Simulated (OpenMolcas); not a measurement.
# Ag⁵⁺ among point charges: CASSCF and CASPT2 levels and susceptibility

Aim: the splitting of the states of Ag⁵⁺ in the field of 4 point charges, its lowest levels with spin-orbit coupling and its magnetic susceptibility.

Method: state-averaged CASSCF and CASPT2, spin-orbit coupling by RASSI with atomic mean-field integrals. Code: OpenMolcas 26.06.

### Step 1. What is computed

| Quantity | Value |
| --- | --- |
| Species | Ag⁵⁺ (silver, Z = 47, 42 electrons) |
| Basis | ANO-RCC-VTZP [7s6p4d2f1g], 68 functions |
| Scalar Hamiltonian | DKH2, point nucleus |
| Inactive shells | 1s 2s 2p 3s 3p 3d 4s 4p |
| Active space | 6 electrons in 5 orbitals (4d) |
| Some configurations of this space | 4d6 |
| Orbitals | optimised for each spin and parity, averaged over all roots |

Outer shells as boxes (Hund's rule):

4d6
```
4d [↑↓][↑ ][↑ ][↑ ][↑ ]
```

The ion sits among 4 point charges of -1 e arranged as a tetrahedron (Td), 2.11 Å from the ion.

The work runs as a chain of OpenMolcas steps in one folder; each step below is one input file. Labels, J, g values, rates, χT and fits are worked out afterwards by a script from the matrices that RASSI stores.

### Step 2. Basis and integrals

The input, a.inp:

```
&GATEWAY
Coord
1

Ag 0.0 0.0 0.0
Basis=ANO-RCC-VTZP
Group=NoSym
NoMove
AngMom=0.0 0.0 0.0
AMFI
XField
4 Angstrom 0
1.218209 1.218209 1.218209 -1.000000
1.218209 -1.218209 -1.218209 -1.000000
-1.218209 1.218209 -1.218209 -1.000000
-1.218209 -1.218209 1.218209 -1.000000
&SEWARD
```

Started as:

```console
$ OMP_NUM_THREADS=1 MOLCAS_MEM=1689 MOLCAS_PROJECT=a pymolcas a.inp > a.log
```

### Step 3. CASSCF: quintets, 5 roots

The input, a.inp:

```
&RASSCF
FileOrb=start.orb
Symmetry=1
Spin=5
nActEl=6 0 0
Inactive=18
Ras2=5
CIRoot=5 5 1
SDav=5
CIMx=300
Iter=120 100
PrWF=0.3
OrbListing=Nothing
MaxOrb=0
>>> COPY $Project.JobIph JOB001
```

start.orb holds the contracted functions of the basis, ordered by shell, or the orbitals of the step before.

### Step 4. Reference wave functions, triplets, 45 roots

The input, a.inp:

```
&RASSCF
FileOrb=start.orb
Symmetry=1
Spin=3
nActEl=6 0 0
Inactive=18
Ras2=5
CIRoot=45 45 1
SDav=45
CIMx=300
Iter=120 100
PrWF=0.3
OrbListing=Nothing
MaxOrb=0
>>> COPY $Project.JobIph JOB002
```

### Step 5. CASSCF: singlets, 50 roots

The input, a.inp:

```
&RASSCF
FileOrb=start.orb
Symmetry=1
Spin=1
nActEl=6 0 0
Inactive=18
Ras2=5
CIRoot=50 50 1
SDav=50
CIMx=300
Iter=120 100
PrWF=0.3
OrbListing=Nothing
MaxOrb=0
>>> COPY $Project.JobIph JOB003
```

### Step 6. State interaction with spin-orbit coupling

The input, a.inp:

```
&RASSI
NrOfJobIphs=3 5 45 50
1 2 3 4 5
1 2 3 4 5 6 7 8 9 10 11 12 13 14 15 16 17 18 19 20 21 22 23 24 25 26 27
28 29 30 31 32 33 34 35 36 37 38 39 40 41 42 43 44 45
1 2 3 4 5 6 7 8 9 10 11 12 13 14 15 16 17 18 19 20 21 22 23 24 25 26 27
28 29 30 31 32 33 34 35 36 37 38 39 40 41 42 43 44 45 46 47 48 49 50
IphNames
JOB001
JOB002
JOB003
EJob
SpinOrbit
DIPRint=1.0
SOCoupling=1000.0
Subsets=2
Property=9
'ANGMOM' 1 'ANGMOM' 2 'ANGMOM' 3 'MLTPL  1' 1 'MLTPL  1' 2 'MLTPL  1' 3
'AMFI' 1 'AMFI' 2 'AMFI' 3
SOProperty=3
'ANGMOM' 1 'ANGMOM' 2 'ANGMOM' 3
```

### Step 7. CASPT2: IPEA 0.25, imaginary shift 0.1 (closed shells correlated: 4s 4p)

The input, a.inp:

```
>>> COPY JOB001 $Project.JobIph
&CASPT2
Multistate=5 1 2 3 4 5
NoMult
Frozen=14
IPEA=0.25
Imaginary=0.1
MaxIter=60
WThr=0.0 0.3 0.05
PrWF=0.5
NoMix
>>> COPY JOB002 $Project.JobIph
&CASPT2
Multistate=45 1 2 3 4 5 6 7 8 9 10 11 12 13 14 15 16 17 18 19 20 21 22
23 24 25 26 27 28 29 30 31 32 33 34 35 36 37 38 39 40 41 42 43 44 45
NoMult
Frozen=14
IPEA=0.25
Imaginary=0.1
MaxIter=60
WThr=0.0 0.3 0.05
PrWF=0.5
NoMix
>>> COPY JOB003 $Project.JobIph
&CASPT2
Multistate=50 1 2 3 4 5 6 7 8 9 10 11 12 13 14 15 16 17 18 19 20 21 22
23 24 25 26 27 28 29 30 31 32 33 34 35 36 37 38 39 40 41 42 43 44 45 46
47 48 49 50
NoMult
Frozen=14
IPEA=0.25
Imaginary=0.1
MaxIter=60
WThr=0.0 0.3 0.05
PrWF=0.5
NoMix
```

(Steps that only read results are left out.)

Q: Predict the outcome of this session. Wanted: spin-free ground state; first state of the same spin within the active space; lowest level; next level.

**Answer**, as computed:

```
                                            quantity                                                                        value
                                              method  SS-CASPT2, IPEA 0.25, imaginary shift 0.1 (closed shells correlated: 4s 4p)
                              spin-free ground state                                               5E, 2-fold in its orbital part
first state of the same spin within the active space                                                              5T2 at 588 cm⁻¹
                                        lowest level                                                                    1-fold A1
                                          next level                                                                    49.3 cm⁻¹
                                         χT at 300 K                                                               5.53 cm³ K/mol
                           effective moment at 300 K                                                                      6.65 μB
```

Cost by method:

| method | time of its own steps | time with the reference |
| --- | --- | --- |
| A. CASSCF | 27 s | 27 s |
| B. SS-CASPT2, IPEA 0.25, imaginary shift 0.1, +4s 4p | 26 s | 53 s |

Times are of one thread on a shared host.

In words: The spin-free ground state (5E) comes to 100 % from free-ion D terms and keeps the highest spin of the shell. χT at 300 K is 5.53, against 3.01 cm³ K/mol for the spin alone, so orbital moment adds to it. An active space of the d shell alone favours high spin; real ions in strong fields can be low spin. A ligand-field fit to the states below 45000 cm-1 gives 10Dq = -617 cm-1, B = 866 cm-1 and C = 4362 cm-1 (C/B = 5.04), with a deviation of 634 cm-1. CASPT2 does not keep the components of a term degenerate, and the means are used. An orbital doublet at a regular site is open to a Jahn-Teller distortion, which this geometry leaves out. The field of point charges can differ much from that of real complexes. This is an electrostatic model: the charges have no orbitals.
